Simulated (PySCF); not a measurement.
# C5H8Si: the cost of one run

Computed with PySCF 2.14.0, with density-fitted response routines of our own, on a single molecule in the gas phase. Atoms are numbered from 0 throughout.

### 1 Starting geometry

14 atoms, charge 0, multiplicity 1; geometry from: PBE0-D3(BJ)/def2-SVP.

Bonds of the start (Å): C0–C1 1.22, C1–Si2 1.83, Si2–C3 1.89, C3–C4 1.55, C4–C5 1.55, C5–Si2 1.89, C0–H6 1.08, Si2–H7 1.49, C3–H8 1.10, C3–H9 1.10, C4–H10 1.10, C4–H11 1.10, C5–H12 1.10, C5–H13 1.10.

### 2 Nuclear shieldings: PBE0/pcSseg-1

The job: settings as JSON, then the geometry in Å.

```
{"job": {"kind": "nmr", "xc": "PBE0", "basis": "pcSseg-1", "pop": false}, "charge": 0, "multiplicity": 1}
C      3.291955     0.743588     0.351036
C      2.196565     0.419330    -0.071056
Si     0.525386    -0.061185    -0.656452
C     -0.964139     1.015070    -0.206858
C     -1.706245    -0.312012     0.112179
C     -0.507700    -1.264990     0.374120
H      4.261160     1.028655     0.720735
H      0.616237    -0.410286    -2.105432
H     -0.757561     1.588613     0.711023
H     -1.437393     1.684064    -0.938695
H     -2.432491    -0.246691     0.939292
H     -2.265295    -0.649931    -0.775838
H     -0.636904    -2.316878     0.084263
H     -0.192241    -1.228252     1.429304
```

Level: GIAO PBE0/pcSseg-1 NMR shielding, non-relativistic, gas phase.

Started as:

```sh
> OMP_NUM_THREADS=1 python probes_run.py task.json out
```

One launch serves the whole session: the jobs run in the order shown.

**Question.** How long does this first job take on 1 thread of Arm Neoverse N1, shared host, and how much memory does it need?

About 24 s, with a peak of 0.86 GiB.
